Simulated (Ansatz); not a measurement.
Working through a search for lower mean-field states of BrH4PSi, SMILES P[SiH2]Br

Program: the Python package of Ansatz (0.2.0).

The script reads `brh4psi.xyz`:
```text
7

P     1.30360   -0.27540   -0.63350
Si   -0.74570    0.28070   -0.00430
Br   -2.14590   -1.30890   -0.62960
H     1.48050   -1.34720    0.27140
H     1.99490    0.67230    0.15530
H    -1.12350    1.57010   -0.63300
H    -0.76400    0.40840    1.47370
```

At the Python prompt:
```pycon
>>> import ansatz as az
>>> import numpy as np
>>> BASIS_SET = "def2-SVP"
>>> XC = "B3LYP"
>>> system = az.Crystal.molecule_from_extxyz("brh4psi.xyz")
>>> symbols = [site.symbol for site in system.cartesian_sites]
>>> start = np.array([site.position_ang for site in system.cartesian_sites])
>>> for factor in [1.0, 1.25, 1.6]:
...     xyz = (start - start.mean(axis=0)) * factor
...     scaled = az.Crystal.molecule()
...     for symbol, place in zip(symbols, xyz):
...         scaled = scaled.atom(symbol, place.tolist())
...     calculation = (
...         scaled.calculation()
...         .basis(gaussian=BASIS_SET)
...         .functional(XC)
...         .spin("collinear")
...     )
...     for search in ("off", "standard"):
...         try:
...             summary = calculation.scf(lower_state_search=search).run().report
...         except az.AnsatzError as error:
...             print(f"x{factor} search {search}: {type(error).__name__}")
...             continue
...         state = summary["mean_field"]["state"]
...         print(f"all distances x{factor}, search {search:8s} E = {summary['free_energy_ev']:.5f} eV  <S^2> = {abs(state['spin_squared']):.3f}  other states met: {len(summary['mean_field']['others'])}")
...
all distances x1.0, search off      E = -87266.90973 eV  <S^2> = 0.000  other states met: 0
all distances x1.0, search standard E = -87266.90973 eV  <S^2> = 0.000  other states met: 0
all distances x1.25, search off      E = -87262.35142 eV  <S^2> = 0.000  other states met: 0
all distances x1.25, search standard E = -87262.35142 eV  <S^2> = 0.000  other states met: 0
all distances x1.6, search off      E = -87253.11559 eV  <S^2> = 0.000  other states met: 0
all distances x1.6, search standard E = -87253.52120 eV  <S^2> = 1.281  other states met: 13
```

Caveats:
- Total energies depend on the basis set; only differences at equal settings carry meaning.
- The count of other states can hold repeated and symmetry-equivalent ends of the search; scaling all distances is a test, and for more than two atoms no physical path.
- The structure is a rough, unrelaxed start.
- The expectation value of S² is noticeably off S(S+1) in at least one run, so that state is spin-contaminated.
- b3lyp holds the VWN-RPA fit, as in Gaussian; the form of ORCA and Turbomole is b3lyp5.
- Wall time of the script: 41 s on 1 thread of Arm Neoverse V2, on a shared host, peak memory 0.35 GiB.
